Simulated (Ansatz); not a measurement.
Input of an Ansatz 0.2.0 run:

input.yaml

```yaml
crystal:
  lattice:
    - [5.27743, 0.0, 0.0]
    - [-2.63872, 4.57039, 0.0]
    - [0.0, 0.0, 10.55905]
  atoms:
    - { symbol: Hf, position: [0.66667, 0.33333, 0.0] }
    - { symbol: In, position: [0.0, 0.0, 0.30446] }
    - { symbol: In, position: [0.0, 0.0, 0.69554] }
    - { symbol: In, position: [0.33333, 0.66667, 0.78919] }
    - { symbol: In, position: [0.33333, 0.66667, 0.21081] }
    - { symbol: Si, position: [0.0, 0.0, 0.0] }
    - { symbol: O, position: [0.973, 0.70496, 0.89972] }
    - { symbol: O, position: [0.29504, 0.027, 0.10028] }
    - { symbol: O, position: [0.29504, 0.26804, 0.89972] }
    - { symbol: O, position: [0.73196, 0.70496, 0.10028] }
    - { symbol: O, position: [0.73196, 0.027, 0.89972] }
    - { symbol: O, position: [0.973, 0.26804, 0.10028] }
kpoints:
  mp_grid: { grid: [6, 6, 3] }
scf:
  occupations: { method: fermi_dirac, width: 0.05 }
hamiltonian:
  xc: pbe
  pseudopotentials: { kind: all_electron, datasets: crystal }
output:
  forces: true
  stress: true
  eigenvalues: true
  efg: {}
  elf: true
  volumetric_format: npy
```

Potentials or basis: all-electron PAW datasets made for the crystal.

Launch:

```sh
$ ansatz run input.yaml --threads 8 --pin off --max-ram 24576MiB --backend cpu --events-out ev --progress --plain --runs-dir out
```

(1) What does it give for the band gap on the k mesh?

(2) Estimate the pressure.

Answers

(1) none (metal or under the smearing width).

(2) 0.0 GPa.
